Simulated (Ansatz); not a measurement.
# Al2ClH5O3: the cost of one run

Method: RKS PBE0-D4/def2-SVP, in Ansatz 0.2.0.

## 1. Starting point

Bond lengths: Al1–Cl2 2.580 Å, Al1–O3 1.780 Å, O3–H4 1.010 Å, Al1–O5 1.780 Å, O5–H6 1.010 Å, Al1–O7 2.080 Å, Cl2–Al8 2.620 Å, O7–Al8 1.780 Å, Al8–H9 1.560 Å, Al8–H10 1.560 Å, Al8–H11 1.332 Å. Angles (14 of 20 angles, heavy atoms first): Al1–Cl2–Al8 82.4°, Cl2–Al1–O3 120.0°, Cl2–Al1–O5 120.0°, Cl2–Al1–O7 71.6°, O3–Al1–O5 120.0°, O3–Al1–O7 96.8°, O5–Al1–O7 101.3°, Al1–O7–Al8 125.0°, Cl2–Al8–O7 74.9°, Al1–O3–H4 109.5°, Al1–O5–H6 109.5°, Cl2–Al8–H9 49.7°, Cl2–Al8–H10 155.1°, Cl2–Al8–H11 29.4°.

As a file:

```xyz
11

Al    0.0000    0.0000    0.0000
Cl    0.0000    0.0000    2.5800
O     1.5415    0.0000   -0.8900
H     1.8414   -0.9519   -1.0449
O    -1.5415    0.0000   -0.8900
H    -2.0512   -0.8467   -0.6815
O     0.0932    1.9717    0.6559
Al    0.7263    2.4933    2.2356
H     1.2212    1.4323    3.2665
H     0.7864    4.0116    2.5891
H     0.0666    1.4096    1.8287
```

## 2. Pulling towards end A

Springs on the bonds that form and break draw the guess towards this end; the thresholds are loose.

Input file input.yaml:

```yaml
crystal:
  periodic: [false, false, false]
  atoms:
    - { symbol: Al, position_ang: [0.0, 0.0, 0.0] }
    - { symbol: Cl, position_ang: [0.0, 0.0, 2.58] }
    - { symbol: O, position_ang: [1.5415, 0.0, -0.89] }
    - { symbol: H, position_ang: [1.8414, -0.9519, -1.0449] }
    - { symbol: O, position_ang: [-1.5415, 0.0, -0.89] }
    - { symbol: H, position_ang: [-2.0512, -0.8467, -0.6815] }
    - { symbol: O, position_ang: [0.0932, 1.9717, 0.6559] }
    - { symbol: Al, position_ang: [0.7263, 2.4933, 2.2356] }
    - { symbol: H, position_ang: [1.2212, 1.4323, 3.2665] }
    - { symbol: H, position_ang: [0.7864, 4.0116, 2.5891] }
    - { symbol: H, position_ang: [0.0666, 1.4096, 1.8287] }
basis:
  gaussian: { orbitals: def2-SVP }
hamiltonian:
  xc: pbe0
  dispersion: d4
relax:
  f_tol: 0.15
  max_steps: 25
  restrain:
    - { distance: [0, 6], at: 2.98, k: 30.0 }
    - { distance: [10, 1], at: 2.57, k: 30.0 }
    - { distance: [0, 1], at: 2.23, k: 30.0 }
    - { distance: [10, 6], at: 1.01, k: 30.0 }
```

Launch:

```
$ ansatz run input.yaml --threads 4 --pin off --max-ram 5120MiB --backend cpu --events-out ev --progress --plain --runs-dir out
```

What time and memory should one allow on 4 threads of Arm Neoverse V1, shared host?

About 56 s, with a peak of 0.32 GiB.
